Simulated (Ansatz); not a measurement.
# SnSe: the cost of one run

All numbers are computed with Ansatz 0.2.0, driven from Python. The levels of theory stand in the script.

### Step 1. The structure

The structure is tetragonal, space group P4/nmm (No. 129). The conventional cell has a = 4.285 Å, b = 4.285 Å, c = 10.991 Å, α = 90.00°, β = 90.00°, γ = 90.00°. Sn (site symmetry 4mm) has 5 Se at 2.68 to 3.03 Å as nearest neighbours. Around Se (site symmetry 4mm) lie 5 Sn at 2.68 to 3.03 Å.

Input file snse.xyz:

```xyz
4
Lattice="4.28532742 0.0 0.0 0.0 4.28532742 0.0 0.0 0.0 10.99069213" Properties=species:S:1:pos:R:3 pbc="T T T"
Sn    2.14266371    0.00000000    4.09105555
Sn    0.00000000    2.14266371    6.89963658
Se    2.14266371    0.00000000    6.77070037
Se    0.00000000    2.14266371    4.21999176
```

### Step 2. Script

soc_snse.py reads:

```python
"""What spin-orbit coupling does to the bands of SnSe."""

import logging
import sys

import ansatz as az

logging.basicConfig(stream=sys.stdout, format="%(levelname)s:%(name)s:%(message)s")
logger = logging.getLogger("run")
logger.setLevel(logging.INFO)


def main() -> None:
    cell = az.Crystal.from_extxyz("snse.xyz")

    calc = (
        cell.calculation()
        .functional("pbesol")
        .basis(470)
        .kpoints(6, 6, 2)  # the mesh must be finer for metals
        .occupations(az.OccupationsMethod.FIXED)
        .band_table()  # levels at the mesh points
    )
    for label, variant in (("scalar-relativistic", calc), ("spin-orbit", calc.spin(soc=True))):
        summary = variant.run(threads=1).report
        zero = summary["band_edges_ev"][0] if summary.get("band_edges_ev") else summary["fermi_energy_ev"]
        near = [round(e - zero, 3) for e in summary["eigenvalues_ev"][0] if abs(e - zero) < 4]
        print(label)
        print("  band edges (eV):", [round(e, 3) for e in summary.get("band_edges_ev") or []] or "none reported")
        print("  levels at k =", summary["kpoints_frac"][0], "within 4 eV of the zero:", near)


if __name__ == "__main__":
    main()
```

### Step 3. The calls as engine input

The engine receives this input (first run):

```yaml
crystal:
  lattice:
    - [4.28532742, 0.0, 0.0]
    - [0.0, 4.28532742, 0.0]
    - [0.0, 0.0, 10.99069213]
  atoms:
    - { symbol: Sn, position: [0.5, 0.0, 0.37222911001511244] }
    - { symbol: Sn, position: [0.0, 0.5, 0.6277708899848876] }
    - { symbol: Se, position: [0.5, 0.0, 0.6160394895894514] }
    - { symbol: Se, position: [0.0, 0.5, 0.3839605104105487] }
basis:
  ecutwfc: 470.0
kpoints:
  mp_grid:
    grid: [6, 6, 2]
hamiltonian:
  xc: pbesol
scf:
  occupations:
    method: fixed
output:
  eigenvalues: true
```

### Step 4. Running it

On the command line:

```
> python soc_snse.py
```

What time and memory should one allow on 1 thread of Arm Neoverse V2, shared host?

About 63 s, with a peak of 1.1 GiB.
